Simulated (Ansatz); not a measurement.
# FePt2: the cost of one run

Computed with Ansatz 0.2.0 (DFT PBE, scalar-relativistic, plane waves, PAW, unless a step's input says otherwise).

2 further runs of the same task are left out: 2 that didn't finish. Runs told in other sessions of the task aren't counted.

## 1. The structure to begin with

The structure is tetragonal, space group I4/mmm (No. 139). The conventional cell has a = 2.756 Å, b = 2.756 Å, c = 11.509 Å, α = 90.00°, β = 90.00°, γ = 90.00°. Around Fe (site symmetry 4/mmm) lie 8 Pt at 2.66 Å and 4 Fe at 2.76 Å. Pt (site symmetry 4mm) is surrounded by 4 Fe at 2.66 Å and 8 Pt at 2.76 to 2.89 Å.

Structure file:

```xyz
3
Lattice="-1.3781 1.3781 5.7546 1.3781 -1.3781 5.7546 1.3781 1.3781 -5.7546" Properties=species:S:1:pos:R:3 pbc="T T T"
Fe    0.0000    0.0000    5.7546
Pt    0.0000    0.0000    9.6973
Pt    0.0000    0.0000    1.8119
```

The cell was relaxed beforehand at this level, from a generated guess; it needn't be the stable form of this composition. At a tolerance of 0.05 Å it has space group I4/mmm (No. 139); it has 14.57 Å³/atom, an uncorrected energy of -0.22 eV/atom over the elements.

## 2. Bands, states and charges

Contents of input.yaml:

```yaml
crystal:
  lattice:
    - [-1.378120979, 1.378120979, 5.7546001055]
    - [1.378120979, -1.378120979, 5.7546001055]
    - [1.378120979, 1.378120979, -5.7546001055]
  atoms:
    - { symbol: Fe, position: [0.5, 0.5, 0.0], spin: 3.36 }
    - { symbol: Pt, position: [0.8425654656, 0.8425654656, 0.0], spin: 0.35 }
    - { symbol: Pt, position: [0.1574345344, 0.1574345344, 0.0], spin: 0.35 }
basis:
  ecutwfc: 420
kpoints:
  mp_grid: { grid: [24, 24, 24] }
  band_path:
    path:
      - [[0.0, 0.0, 0.0], [0.0, 0.0, 0.5], [0.25, 0.25, 0.25], [0.0, 0.5, 0.0], [0.0, 0.0, 0.0], [0.5, 0.5, -0.5], [0.26433786, 0.73566214, -0.26433786]]
      - [[-0.26433786, 0.26433786, 0.26433786], [0.0, 0.0, 0.0]]
      - [[0.0, 0.0, 0.5], [-0.02867572, 0.02867572, 0.5]]
      - [[0.5, 0.5, -0.02867572], [0.5, 0.5, -0.5]]
    npoints: 14
hamiltonian:
  xc: pbe
scf:
  occupations: { method: gaussian, width: 0.1 }
  n_extra_bands: 7
output:
  forces: true
  stress: true
  eigenvalues: true
  populations: true
  dos: { projected: true, de: 0.02, nscf_kmesh: { grid: [29, 29, 29] } }
  bader: true
  write_density: true
  write_potential: true
  elf: true
  volumetric_format: npy
magnetization:
  spin_polarized: true
checkpoint:
  read: start.run
  write: ck
  compress: false
  write_wavefunctions: false
  write_every: 100000
```

Launch:

```bash
> ansatz run input.yaml --threads 4 --pin off --max-ram 8192MiB --backend cpu --events-out ev --progress --plain --runs-dir out
```

Q: Estimate wall time and peak memory on 4 threads of Intel Xeon at 2.50GHz (Skylake/Cascade Lake), shared host.

About 3.4 min, with a peak of 2.3 GiB.
